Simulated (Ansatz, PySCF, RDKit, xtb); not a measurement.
# Solving SiSeF2, step by step

Task: start from the formula SiSeF2, draw up candidate structures, narrow them down in stages, and characterise the one that lies lowest at 200 K.

Plan: many cheap relaxations first (GFN2-xTB), then density-functional screening, relaxation at PBE0-D3(BJ)/def2-SVP, vibrations and a final energy. The numbers are computed, not measured.

7 further runs of the same task are left out: 7 set aside as unsound or not needed.

### Step 1. Drawing up candidates

All bonding patterns within simple valence rules are listed by program: one Lewis structure each, at most two rings and one unusual centre or charged pair. O–O, O–halogen and N–halogen bonds and N–N–N chains are not drawn. That gives 4 candidates.

| label | SMILES | spin |
| --- | --- | --- |
| c016 | F[Si](F)=[Se] | singlet |
| c052 | F[Se](F)=[Si] | singlet |
| c543 | F[Se](F)=[Si] | triplet |
| c795 | F[Si]#[Se]F | singlet |

Candidates are built by distance geometry, with a force field where one applies, in up to four conformers (letters a to d). 10 starts with atoms placed at random are added, to find patterns that the rules miss.

**Question.** With final energies at CCSD(T)/def2-TZVPP, which structure will this search put lowest in free energy, and by what margin?

| quantity | value |
| --- | --- |
| lowest structure found | F[Si](F)=[Se], singlet, C2v |
| next finalist | [F][Si][Se][F] ‡, singlet, 71.8 kcal/mol higher in G |
| share at equilibrium, among the finalists | 100.0 % |
| harmonic wavenumbers, lowest and highest (PBE0-D3(BJ)/def2-SVP) | 210 and 971 cm⁻¹ |
| rotational constants, same geometry | 0.2851, 0.06379, 0.05213 cm⁻¹ |
| dipole moment (PBE0/def2-TZVPD) | 0.46 D |
| HOMO energy (PBE0/def2-TZVPD) | -7.73 eV |
| LUMO energy (PBE0/def2-TZVPD) | -2.10 eV |
| HOMO–LUMO gap (PBE0/def2-TZVPD) | 5.63 eV |
| lowest excitation (TD-CAM-B3LYP/def2-SVPD) | 4.26 eV (f = 0.000) |
| strongest of the states computed, same level | 7.73 eV (f = 0.070) |
| lowest triplet excitation, same level, Tamm-Dancoff | 3.87 eV |
| vertical ionisation energy | 10.04 eV |
| vertical electron affinity | 0.48 eV |
| vertical triplet less singlet | +3.81 eV |

The lowest structure found is `F[Si](F)=[Se]`. The margin of 71.8 kcal/mol over the next finalist is beyond the usual error of the last level; it says nothing of structures that weren't ranked. GFN2-xTB, HF/STO-3G, r2SCAN-D4/def2-SVP, PBE0-D3(BJ)/def2-SVP, HF/def2-TZVPP and MP2/def2-TZVPP already put its bonding pattern lowest among the structures in one piece. Lowest found is not proven lowest: the search is finite, and each finalist counts with one conformer.

‡ marks the bonded skeleton alone, with all bonds drawn single: no Lewis structure was assigned that passes a check against the bond lengths.
